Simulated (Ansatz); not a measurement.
This script for Ansatz 0.2.0 through its Python package starts 4 runs on C3H6BN, SMILES BC(=N)C=C. What input does the engine get in each?

`methods_c3h6bn.py`:
```python
from pathlib import Path

import ansatz as az
import numpy as np

BASIS_SET = "def2-SVP"

system = (
    az.Crystal.molecule()
    .atom("B", (0.0707, 1.9245, 0.4555))
    .atom("C", (0.2965, 0.5433, -0.1417))
    .atom("N", (1.2958, 0.3939, -0.9304))
    .atom("C", (-0.5637, -0.5456, 0.1784))
    .atom("C", (-0.375, -1.8551, -0.0415))
    .atom("H", (-0.9097, 2.1729, 1.1446))
    .atom("H", (0.7726, 2.871, 0.1942))
    .atom("H", (1.6214, -0.4895, -1.3859))
    .atom("H", (-1.581, -0.287, 0.6868))
    .atom("H", (-1.1113, -2.5903, 0.2751))
    .atom("H", (0.549, -2.1951, -0.4144))
)

job = system.calculation().basis(gaussian=BASIS_SET)

print("functional    E (Ha)        dipole (D)   HOMO (eV)  LUMO (eV)")
for name in ["lc_wpbe", "blyp", "r2scan", "r2scan0"]:
    summary = job.functional(name).forces().orbitals().run(threads=1, runs_dir="runs").report
    lines = Path(summary["orbitals_path"]).read_text().splitlines()
    field_of = lambda key: [line.split("=")[1].strip() for line in lines if line.startswith(key)]
    orbitals = [(27.211386 * float(e), s, float(n)) for e, s, n in zip(field_of("Ene="), field_of("Spin="), field_of("Occup="))]
    homo = max(e for e, _, n in orbitals if n > 0.5)
    lumo = min(e for e, _, n in orbitals if n < 0.5)
    dipole = 4.803205 * np.linalg.norm(summary["charge_distribution"]["dipole_moment_e_ang"])
    print(f"{name:10s} {summary['free_energy_ev'] / 27.211386246:14.6f} {dipole:9.3f} {homo:11.3f} {lumo:10.3f}")
```

Run 1:
```yaml
crystal:
  periodic: [false, false, false]
  atoms:
    - { symbol: B, position_ang: [0.0707, 1.9245, 0.4555] }
    - { symbol: C, position_ang: [0.2965, 0.5433, -0.1417] }
    - { symbol: "N", position_ang: [1.2958, 0.3939, -0.9304] }
    - { symbol: C, position_ang: [-0.5637, -0.5456, 0.1784] }
    - { symbol: C, position_ang: [-0.375, -1.8551, -0.0415] }
    - { symbol: H, position_ang: [-0.9097, 2.1729, 1.1446] }
    - { symbol: H, position_ang: [0.7726, 2.871, 0.1942] }
    - { symbol: H, position_ang: [1.6214, -0.4895, -1.3859] }
    - { symbol: H, position_ang: [-1.581, -0.287, 0.6868] }
    - { symbol: H, position_ang: [-1.1113, -2.5903, 0.2751] }
    - { symbol: H, position_ang: [0.549, -2.1951, -0.4144] }
basis:
  gaussian:
    orbitals: def2-SVP
hamiltonian:
  xc: lc_wpbe
output:
  orbitals: {}
  forces: true
```

Run 2, against run 1:
```diff
-  xc: lc_wpbe
+  xc: blyp
```

Run 3, against run 1:
```diff
-  xc: lc_wpbe
+  xc: r2scan
```

Run 4, against run 1:
```diff
-  xc: lc_wpbe
+  xc: r2scan0
```

`python methods_c3h6bn.py` gives:
```text
functional    E (Ha)        dipole (D)   HOMO (eV)  LUMO (eV)
lc_wpbe       -197.140312     2.204      -9.814     -0.372
blyp          -197.193566     2.248      -5.238     -3.471
r2scan        -197.156071     2.306      -5.735     -3.520
r2scan0       -197.135228     2.287      -7.225     -2.624
```

Total energies depend on the basis set; only differences at equal settings carry meaning. The geometry is a force-field or estimated start, not a minimum of this method, and the basis set is short of its limit. A lower total doesn't mark the better method: functionals have no common bound, and MP2 and coupled cluster aren't variational. Levels such as HOMO and LUMO are orbital energies: with these approximate functionals they aren't the ionisation energy and electron affinity, and their gap isn't the fundamental gap. It ran for 24 s on 1 thread of Arm Neoverse V1, with other jobs on the host, peak memory 0.28 GiB.
